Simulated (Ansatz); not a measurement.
# C₂H₂CuF: geometry at several levels

One table from this session's results is given with a row withheld; the runs are named, their logs left out.

Method: the levels named in each step, in Ansatz 0.2.0.

### The starting structure

Bond lengths: C1–C2 1.229 Å, C1–Cu4 2.007 Å, C2–Cu4 1.947 Å, F3–Cu4 1.700 Å, C1–H5 1.058 Å, C2–H6 1.062 Å. Angles: C1–C2–Cu4 74.5°, C1–C2–H6 160.6°, Cu4–C2–H6 124.9°, C2–C1–Cu4 69.3°, C2–C1–H5 165.9°, Cu4–C1–H5 124.8°, C1–Cu4–C2 36.2°, C1–Cu4–F3 150.1°, C2–Cu4–F3 173.7°.

As a file:

```xyz
6

C    -0.6000    1.7292   -0.0028
C    -1.0727    1.1089   -0.9529
F     0.9827   -1.4089    0.6898
Cu    0.0536   -0.1683   -0.0080
H    -0.3356    2.4566    0.7182
H    -1.6331    0.8926   -1.8281
```

The first run:

Input file input.yaml:

```yaml
crystal:
  periodic: [false, false, false]
  atoms:
    - { symbol: C, position_ang: [-0.59317292, 1.74106373, 0.01551135] }
    - { symbol: C, position_ang: [-1.07000703, 1.09658631, -0.95354909] }
    - { symbol: F, position_ang: [0.96607696, -1.52318456, 0.6096033] }
    - { symbol: Cu, position_ang: [0.09254721, -0.09564167, 0.0844811] }
    - { symbol: H, position_ang: [-0.36876736, 2.54856302, 0.71321134] }
    - { symbol: H, position_ang: [-1.63175687, 0.84260317, -1.85303799] }
basis:
  gaussian: { orbitals: STO-3G }
hamiltonian:
  xc: hf
relax:
  f_tol: 0.002
  max_steps: 150
```

Command:

```
> ansatz run input.yaml --threads 2 --pin off --max-ram 5120MiB --backend cpu --events-out ev --progress --plain --runs-dir out
```

Among the steps run: Relaxation, HF/STO-3G; Relaxation, HF/def2-SVP; Relaxation, LDA/def2-SVP; Relaxation, PBE-D4/def2-SVP.

One table of the session follows, with a row left open; its other results are not shown here.

| level | C1–C2 (Å) | C1–Cu4 (Å) | C2–Cu4 (Å) | dipole (D) |
| --- | --- | --- | --- | --- |
| HF/STO-3G | 1.3553 | 1.6988 | 1.6988 | 1.51 |
| HF/def2-SVP | 1.1982 | 2.2687 | 2.2687 | 7.74 |
| LDA/def2-SVP | ? | ? | ? | ? |
| PBE-D4/def2-SVP | 1.2578 | 1.9627 | 1.9627 | 4.89 |

Q: Estimate the row for LDA/def2-SVP from the others.

**Answer.** C1–C2 (Å): 1.2540; C1–Cu4 (Å): 1.9136; C2–Cu4 (Å): 1.9136; dipole (D): 4.74. In the column «C1–C2 (Å)» it lies between HF/def2-SVP (1.1982) and PBE-D4/def2-SVP (1.2578).
